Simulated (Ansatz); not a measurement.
What does this script print? It uses Ansatz 0.2.0, Python API.

`ch3nte_deck.py`
```python
import ansatz as az
import numpy as np

DECK = """
crystal:
  periodic: [false, false, false]
  atoms:
    - { symbol: "N", position_ang: [-1.0488, -0.5844, -0.4065] }
    - { symbol: C, position_ang: [-0.0796, 0.229, -0.3549] }
    - { symbol: Te, position_ang: [0.4661, 1.0697, 1.4897] }
    - { symbol: H, position_ang: [-1.3116, -0.9417, -1.3206] }
    - { symbol: H, position_ang: [0.5006, 0.4521, -1.2645] }
    - { symbol: H, position_ang: [1.5154, -0.2887, 1.8105] }
basis:
  gaussian: { orbitals: def2-TZVP }
hamiltonian:
  xc: hf
output:
  forces: true
"""

session = az.Session.from_yaml(DECK)
report = session.plan(threads=1).execute().report

print("reference energy %16.6f eV" % report["reference_energy_ev"])
print("total energy     %16.6f eV" % report["free_energy_ev"])
print("occupied orbitals outside the frozen core (up, down):", report["n_occupied"], " frozen:", report["n_frozen"], " virtual:", report["n_virtual"])
symbols = ["N", "C", "Te", "H", "H", "H"]

forces = np.array(report["forces_ev_ang"])
print("largest force", round(float(np.linalg.norm(forces, axis=1).max()), 4), "eV/A, rms", round(float(np.sqrt((forces ** 2).mean())), 4))
charges = report["charge_distribution"]
print("dipole moment", round(4.803205 * float(np.linalg.norm(charges["dipole_moment_e_ang"])), 3), "D")
print("Mulliken:", [(s, round(q, 3)) for s, q in zip(symbols, charges["mulliken_charges_e"])])
```

Output of `python ch3nte_deck.py`:
```text
reference energy     -9824.635599 eV
total energy         -9824.635599 eV
occupied orbitals outside the frozen core (up, down): [20, 20]  frozen: 0  virtual: [110, 110]
largest force 2.9771 eV/A, rms 0.9818
dipole moment 2.018 D
Mulliken: [('N', -0.36), ('C', -0.147), ('Te', 0.116), ('H', 0.228), ('H', 0.118), ('H', 0.045)]
```

The settings weren't tested for convergence. The geometry is a force-field or estimated start, not a minimum of this method, and the basis set is short of its limit. def2 sets replace the cores of elements past krypton by effective core potentials. The whole script took 3.3 s on 1 thread of Intel(R) Xeon(R) Platinum 8488C (Sapphire Rapids), on a shared host, peak memory 0.28 GiB.
